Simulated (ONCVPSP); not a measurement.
# O: the cost of one run

The numbers are computed with ONCVPSP 4.0.1.1 (patched build) (PBE, scalar-relativistic, spin-unpolarised reference atom).

## 1. The design

The settings as typed:

```
element                 : oxygen (O, Z = 8)
type                    : optimised norm-conserving Vanderbilt (ONCV)
frozen core             : [He]
valence charge          : 6
reference configuration : 2s2 2p3 (charge +1)
partial waves           : 2s: rc 0.80 bohr, ncon 4, nbas 7, qcut 7.5 1/bohr, 2 projectors, debl 3.2 Ha; 2p: rc 1.30 bohr, ncon 4, nbas 7, qcut 12.1 1/bohr, 2 projectors, debl 3.3 Ha
local potential         : polynomial inside 0.75 bohr (lpopt 5, dvloc0 0 Ha)
core correction         : Teter function, parameters optimised by the program
```

The outer shells as boxes (Hund's rule for the drawing; the calculation is spin-unpolarised):

```
[He] core
2s [↑↓]
2p [↑ ][↑ ][↑ ]
```

The nodes and maxima of the atom's own shells, from an earlier all-electron run, set the scale for the radii.

All-electron outer shells of the reference configuration (PBE, scalar-relativistic, ld1.x):

```json
{"shell": "1s", "level (eV)": "-533.57", "outermost node (bohr)": "–", "outermost maximum (bohr)": "0.13"}
{"shell": "2s", "level (eV)": "-39.66", "outermost node (bohr)": "0.28", "outermost maximum (bohr)": "0.86"}
{"shell": "2p", "level (eV)": "-24.45", "outermost node (bohr)": "–", "outermost maximum (bohr)": "0.79"}
```

## 2. The generation run

Input file O.dat:

```
# ATOM AND REFERENCE CONFIGURATION
# atsym  z   nc   nv     iexc    psfile
  O 8.00    1    2        4      upf
#
#   n    l    f
    1    0    2.00
    2    0    2.00
    2    1    3.00
#
# PSEUDOPOTENTIAL AND OPTIMIZATION
# lmax
    1
#
#   l,   rc,      ep,       ncon, nbas, qcut
    0    0.80    0.00    4    7    7.50
    1    1.30    0.00    4    7   12.10
#
# LOCAL POTENTIAL
# lloc, lpopt,  rc(5),   dvloc0
    4    5    0.75    0.00
#
# VANDERBILT-KLEINMAN-BYLANDER PROJECTORs
# l, nproj, debl
    0    2    3.20
    1    2    3.30
#
# MODEL CORE CHARGE
# icmod, fcfact, rcfact
    4    0.40    0.00
#
# LOG DERIVATIVE ANALYSIS
# epsh1, epsh2, depsh
   -3.00    5.00    0.02
#
# OUTPUT GRID
# rlmax, drl
    6.00    0.01
#
# TEST CONFIGURATIONS
# ncnf
    4
# nvcnf
#   n    l    f
    2
    2    0    2.00
    2    1    4.00
#
    2
    2    0    2.00
    2    1    2.00
#
    2
    2    0    2.00
    2    1    1.00
#
    2
    2    0    2.00
    2    1    3.50
#
```

The run is started by

```sh
$ oncvpsp.x < O.dat > O.out
```

**Question.** How long does this run take on 1 thread of Neoverse-N1, shared host?

About 5 s.
